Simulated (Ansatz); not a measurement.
LuAs, space group Fm-3m: a scan of the energy under strain, run with the Ansatz DFT code, driven from Python.

`strain.py`:
```python
import logging
import sys

import ansatz
import numpy as np
from tabulate import tabulate

logging.basicConfig(stream=sys.stdout, format="[%(levelname)s] %(message)s")
logger = logging.getLogger("run")
logger.setLevel(logging.INFO)

VECTORS = np.array([
    [0.0, 2.838191, 2.838191],
    [2.838191, 0.0, 2.838191],
    [2.838191, 2.838191, 0.0],
])
SITES = [
    ("Lu", (0.5, 0.5, 0.5)),
    ("As", (0.0, 0.0, 0.0)),
]


def build(cell):
    crystal = ansatz.Crystal(lattice=ansatz.Lattice.of(cell))
    for symbol, position in SITES:
        crystal = crystal.atom(symbol, position)
    return crystal

values = np.linspace(-0.01, 0.01, 5)
energies = []
for d in values:
    strain = np.diag([d, d, (1 + d) ** -2 - 1])
    cell = VECTORS @ (np.eye(3) + strain)
    calc = (
        build(cell).calculation()
        .functional("r2SCAN")
        .basis(380, density_ratio=6)
        .occupations("Gaussian")
        .kpoints(11, 11, 11)
        .stress()
    )
    summary = calc.run().report
    energies.append(summary["free_energy_ev"] / len(SITES))
    s = summary["stress_gpa"]
    logger.info(f"d = {d:+.4f}  stress xx yy zz xy (GPa, compression positive): {s[0][0]:8.3f} {s[1][1]:8.3f} {s[2][2]:8.3f} {s[0][1]:8.3f}")
energies = np.array(energies)

print(tabulate(zip(values, 1000 * (energies - energies.min())), headers=["strain", "dE (meV/atom)"], floatfmt=".3f"))
curvature = 2 * np.polyfit(values, energies, 3)[1]
volume = abs(np.linalg.det(VECTORS)) / len(SITES)
logger.info(f"d2E/dd2 over the volume: {curvature / volume * 160.21766:.1f} GPa")
```

How much energy does this tetragonal strain cost, and what curvature follows?

Against the unstrained cell the energy per atom changes by +7.37 meV at one end of the scan and +7.78 meV at the other, and its second derivative over the volume is 1062.9 GPa.

The run itself:

`python strain.py` gives:
```text
DeckWarning: basis.ecutwfc = 380 eV is below the records' recommended 500 eV, and the density's cutoff is lower with it unless basis.ecutrho_ratio is high enough to keep the records' density cutoff: compare with a run at a higher cutoff
[INFO] d = -0.0100  stress xx yy zz xy (GPa, compression positive):    1.879    1.879   -3.188    0.000
[INFO] d = -0.0050  stress xx yy zz xy (GPa, compression positive):    0.916    0.916   -1.672    0.000
[INFO] d = +0.0000  stress xx yy zz xy (GPa, compression positive):    0.008    0.008    0.008   -0.000
[INFO] d = +0.0050  stress xx yy zz xy (GPa, compression positive):   -0.853   -0.853    1.867    0.000
[INFO] d = +0.0100  stress xx yy zz xy (GPa, compression positive):   -1.672   -1.672    3.921    0.000
  strain    dE (meV/atom)
--------  ---------------
  -0.010            7.373
  -0.005            1.862
   0.000            0.000
   0.005            1.911
   0.010            7.785
[INFO] d2E/dd2 over the volume: 1062.9 GPa
```
(Warnings from the package without file and line.)

Caveats:
- These settings explore the input space; cutoff and mesh may be short of convergence.
- The cutoff lies under the one recommended for these potentials.
- Under the recommended cutoff a pressure can be off by several GPa, even in sign.
- The curvature belongs to this strain pattern and to the cell's stress; it equals a single elastic constant only for simple patterns.
- In a metal a curvature from energy changes of a few meV or less hangs on mesh and smearing, in size and even in sign.
- The structure comes from a database of computed cells and needn't be a stable or known phase.
- The ions keep their fractional positions (clamped ions).
- Run time: 67 s on 1 thread of Arm Neoverse V1, on a shared host, peak memory 0.62 GiB.
